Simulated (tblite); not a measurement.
# FGeH5O: the cost of one run

Programs: tblite 0.8.0 and PySCF 2.14.0. All values are calculated, for the isolated system unless a continuum is named. Atoms count from 0, parts from 1.

## 1. The system as given

8 atoms, charge 0, multiplicity 1; geometry: rigid parts in contact. Parts: 1 = atoms 0–4, `[F][GeH3]`, charge 0; 2 = atoms 5–7, `O`, charge 0.

## 2. Search for minima with GFN2-xTB

The job: settings as JSON, then the geometry in Å.

```
{"job": {"kind": "dock", "xc": "GFN2-xTB", "basis": "xTB"}, "charge": 0, "multiplicity": 1, "parts": [{"atoms": "0-4", "charge": 0, "multiplicity": 1}, {"atoms": "5-7", "charge": 0, "multiplicity": 1}]}
Ge    -0.042855    -0.116089    -0.063279
F      0.490073     1.333083     0.726975
H      0.276272    -1.187644     0.926342
H      0.777353    -0.152040    -1.310572
H     -1.500844     0.122690    -0.279466
O     -1.680504     0.507179     2.408166
H     -1.306799     1.388269     2.345045
H     -2.632116     0.595817     2.326782
```

Level: GFN2-xTB search for minima from random contacts, gas phase.

Run with:

```bash
> OMP_NUM_THREADS=1 python cluster_run.py task.json out
```

The driver reads the jobs from task.json and runs them one after another.

**Question.** How long does this first job take on 1 thread of Arm Neoverse N1, shared host?

About 2 s.
